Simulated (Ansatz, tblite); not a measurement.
# VSeF3: one state, many levels

How do method and basis change the picture of VSeF3 (singlet)?

The runs use Ansatz 0.2.0, Gaussian basis; as each input shows.

The runs, in order: GFN1-xTB, GFN2-xTB, PBE-D4/def2-TZVP, r2SCAN-D4/def2-TZVP, LDA/def2-TZVP, ωB97M-V/def2-TZVP, LC-ωPBE/def2-TZVP, B2PLYP/def2-TZVP, r2SCAN0-D4/def2-TZVP, BHLYP-D4/def2-TZVP, B3LYP-D4/def2-TZVP, PBE+5HF/def2-TZVP, PBE+10HF/def2-TZVP, PBE+15HF/def2-TZVP, PBE+35HF/def2-TZVP, PBE+50HF/def2-TZVP, PBE-D4/def2-SVP, PBE0-D4/def2-SVP, HF/STO-3G, PBE0-D4/def2-TZVPD, PBE-D4/def2-TZVPD, r2SCAN-D4/def2-TZVPD, CCSD(T)/def2-SVP, MP2/def2-TZVP, RPA/def2-TZVP.

**1. The geometry**

The geometry is that of the singlet, from an earlier relaxation (r2SCAN-D4/def2-SVP).

5 atoms, charge 0, spin multiplicity 1.

Bond lengths: V1–Se2 2.144 Å, V1–F3 1.704 Å, V1–F4 1.704 Å, V1–F5 1.704 Å. Angles: Se2–V1–F3 109.0°, Se2–V1–F4 109.0°, Se2–V1–F5 109.1°, F3–V1–F4 109.9°, F3–V1–F5 109.9°, F4–V1–F5 109.9°.

Formally the metal is d0. No spin-orbit coupling is included.

PBE0-D4/def2-TZVP was run before; its log isn't repeated, and its numbers join the tables.

**2. GFN1-xTB**

Tight binding, by tblite at 300 K electronic temperature and without a spin-polarisation term:

```python
tblite.interface.Calculator('GFN1-xTB', numbers, positions, charge=0, uhf=0).singlepoint()
```

Energy -549.7027 eV, HOMO -13.51 eV, LUMO -11.77 eV; 0.005 s.

**3. GFN2-xTB**

Tight binding, by tblite at 300 K electronic temperature and without a spin-polarisation term:

```python
tblite.interface.Calculator('GFN2-xTB', numbers, positions, charge=0, uhf=0).singlepoint()
```

Energy -531.1376 eV, HOMO -12.24 eV, LUMO -10.53 eV; 0.004 s.

**4. PBE-D4/def2-TZVP**

start.molden holds the orbitals of an earlier run on this state, given as this run's starting guess.

Input file in.yaml:

```yaml
crystal:
  periodic: [false, false, false]
  atoms:
    - {symbol: V, position_ang: [-0.000602, 0.000402, -0.094847]}
    - {symbol: Se, position_ang: [0.010411, -0.015729, 2.048839]}
    - {symbol: F, position_ang: [1.607358, 0.008984, -0.658813]}
    - {symbol: F, position_ang: [-0.812074, 1.397930, -0.635125]}
    - {symbol: F, position_ang: [-0.805082, -1.391577, -0.660053]}
basis:
  gaussian: {orbitals: def2-TZVP, initial_orbitals: start.molden}
hamiltonian: {xc: pbe, dispersion: d4}
scf: {omitted_lower_state_checks: [starts]}
output: {orbitals: {seedname: orbitals}}
```

Launch:

```sh
> ansatz run in.yaml --threads 4 --pin off --events-out ev --progress --plain --max-ram 3916MiB
```

Further steps of the session: r2SCAN-D4/def2-TZVP; LDA/def2-TZVP; ωB97M-V/def2-TZVP; LC-ωPBE/def2-TZVP; B2PLYP/def2-TZVP; r2SCAN0-D4/def2-TZVP; BHLYP-D4/def2-TZVP; B3LYP-D4/def2-TZVP; PBE+5HF/def2-TZVP; PBE+10HF/def2-TZVP; PBE+15HF/def2-TZVP; PBE+35HF/def2-TZVP; PBE+50HF/def2-TZVP; PBE-D4/def2-SVP; PBE0-D4/def2-SVP; HF/STO-3G; PBE0-D4/def2-TZVPD; PBE-D4/def2-TZVPD; r2SCAN-D4/def2-TZVPD; CCSD(T)/def2-SVP; MP2/def2-TZVP; RPA/def2-TZVP.

**Question.** What will the summary of the whole plan be? Wanted: gap in def2-TZVP, named functionals, smallest and largest; gap over the share of exact exchange; correlation energy, CCSD(T)/def2-SVP; correlation energy, MP2/def2-TZVP; binding an atom, functionals in def2-TZVP; PBE0 total energy, smallest basis above largest.

**Answer**, as computed:

| quantity | value |
| --- | --- |
| gap in def2-TZVP, named functionals, smallest and largest | 2.31 eV (LDA), 8.82 eV (LC-ωPBE) |
| gap over the share of exact exchange | 2.34 eV at 0, 6.21 eV at 0.5 |
| correlation energy, CCSD(T)/def2-SVP | -35.08 eV |
| correlation energy, MP2/def2-TZVP | -43.50 eV |
| binding an atom, functionals in def2-TZVP | 3.22 (BHLYP-D4) to 4.18 eV (B2PLYP) |
| PBE0 total energy, smallest basis above largest | 21.80 eV (def2-SVP, def2-TZVPD) |

In words: Over the named functionals in def2-TZVP the gap runs from 2.31 eV (LDA) to 8.82 eV (LC-ωPBE); exact exchange widens it. Raising the share of exact exchange from 0 to 0.5 moves the HOMO by -2.45 eV and the LUMO by +1.42 eV. Notes on CCSD(T)/def2-SVP and its Hartree-Fock reference, which MP2 shares: large T1 diagnostic, restricted state is unstable towards broken spin symmetry, state flagged by the program.
